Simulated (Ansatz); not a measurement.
**ClHOS2W: how energies converge with the basis set**

How large a basis does ClHOS2W need? Two functionals are run in growing sets.

The runs use Ansatz 0.2.0, Gaussian basis; one geometry, several basis sets.

The runs, in order: PBE0-D4/def2-SVP; ωB97M-V/def2-SVP; PBE0-D4/def2-QZVPP; ωB97M-V/def2-QZVPP; the functionals' def2-TZVPP values are taken from earlier runs.

## Step 1: The geometry

All runs share one geometry, relaxed beforehand with PBE0-D4 in a triple-zeta def2 set. W takes the def2 core potential; no spin-orbit term is included.

SMILES `[OH][W](=[S])(=[S])[Cl]`, 6 atoms, charge 0, spin multiplicity 1.

Atoms are counted from 1 here; the program's logs count them from 0.

Bond lengths: O1–W2 1.863 Å, O1–H6 0.962 Å, W2–S3 2.118 Å, W2–S4 2.116 Å, W2–Cl5 2.253 Å. Angles: W2–O1–H6 123.3°, O1–W2–S3 108.4°, O1–W2–S4 109.9°, O1–W2–Cl5 111.1°, S3–W2–S4 109.1°, S3–W2–Cl5 109.3°, S4–W2–Cl5 109.1°.

## Step 2: PBE0-D4 in def2-SVP

File in.yaml:

```yaml
crystal:
  periodic: [false, false, false]
  atoms:
    - {symbol: O, position_ang: [-0.717561, 1.279465, 0.361175]}
    - {symbol: W, position_ang: [0.297451, -0.212129, -0.101513]}
    - {symbol: S, position_ang: [2.197152, -0.038337, 0.818328]}
    - {symbol: S, position_ang: [-0.650750, -1.971250, 0.594987]}
    - {symbol: Cl, position_ang: [0.559714, -0.352007, -2.334555]}
    - {symbol: H, position_ang: [-1.643907, 1.230258, 0.615378]}
basis:
  gaussian: {orbitals: def2-SVP}
hamiltonian: {xc: pbe0, dispersion: d4}
output: {orbitals: {seedname: orbitals}}
```

Launch:

```sh
ansatz run in.yaml --threads 4 --pin off --events-out ev --progress --plain --max-ram 10444MiB
```

After this run come: ωB97M-V in def2-SVP; PBE0-D4 in def2-QZVPP; ωB97M-V in def2-QZVPP.

**Question.** What will the summary of the whole plan be? Wanted: PBE0-D4: double and triple zeta above quadruple; ωB97M-V: double and triple zeta above quadruple.

The runs gave:

```
                                       quantity           value
PBE0-D4: double and triple zeta above quadruple  16.14, 1.16 eV
ωB97M-V: double and triple zeta above quadruple  16.03, 1.10 eV
```

PBE0-D4 gains 14.98 eV from double to triple zeta, then 1.16 eV more. These are total energies; as a rule much of such shifts cancels in differences, which this series doesn't test.
